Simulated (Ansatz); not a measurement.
Crystal: Ta3Cu.

```
CELL_PARAMETERS angstrom
-2.00651 2.00651 4.20817
2.00651 -2.00651 4.20817
2.00651 2.00651 -4.20817
ATOMIC_POSITIONS crystal
Ta 0.50000 0.50000 0.00000
Ta 0.25000 0.75000 0.50000
Ta 0.75000 0.25000 0.50000
Cu 0.00000 0.00000 0.00000
```

The cell comes from a database or a generator and needn't be the stable form of this composition.

* Program: Ansatz 0.2.0
* Task: single point
* Functional: PBE
* Potentials or basis: Ansatz PAW
* Cutoff: 420 eV (not typed: the program's choice for these potentials)
* k mesh: 9 × 9 × 9
* Occupations: fermi-dirac, width 0.05 eV
* Spin: no spin polarisation

On this cell: pressure 0.5 GPa; largest force under 0.003 eV/Å; band gap on the k mesh none (metal or under the smearing width).

The same run follows on a disturbed copy (atoms moved at random, drawn with an rms of 0.05 Å):

```
Ta Cu
1.0
    -2.00651    2.00651    4.20817
     2.00651   -2.00651    4.20817
     2.00651    2.00651   -4.20817
Ta Cu
3 1
Direct
  0.50185 0.49359 0.99179
  0.25396 0.74979 0.49805
  0.74012 0.24821 0.49693
  0.99944 0.99868 0.99370
```

Q: What changes?

A: The energy (extrapolated to zero smearing) moves by +6.1 meV/atom; pressure 0.6 GPa; largest force 0.671 eV/Å; band gap on the k mesh none (metal or under the smearing width).

Forces in eV/Å, atoms in the order of the input:
```
Ta   0.320 -0.089 -0.310
Ta   0.094 -0.240 -0.010
Ta  -0.381  0.291  0.469
Cu  -0.033  0.037 -0.149
```

Stress tensor (GPa, compression positive):
```
 1.14 -0.01 -0.16
-0.01  0.39 -0.22
-0.16 -0.22  0.37
```
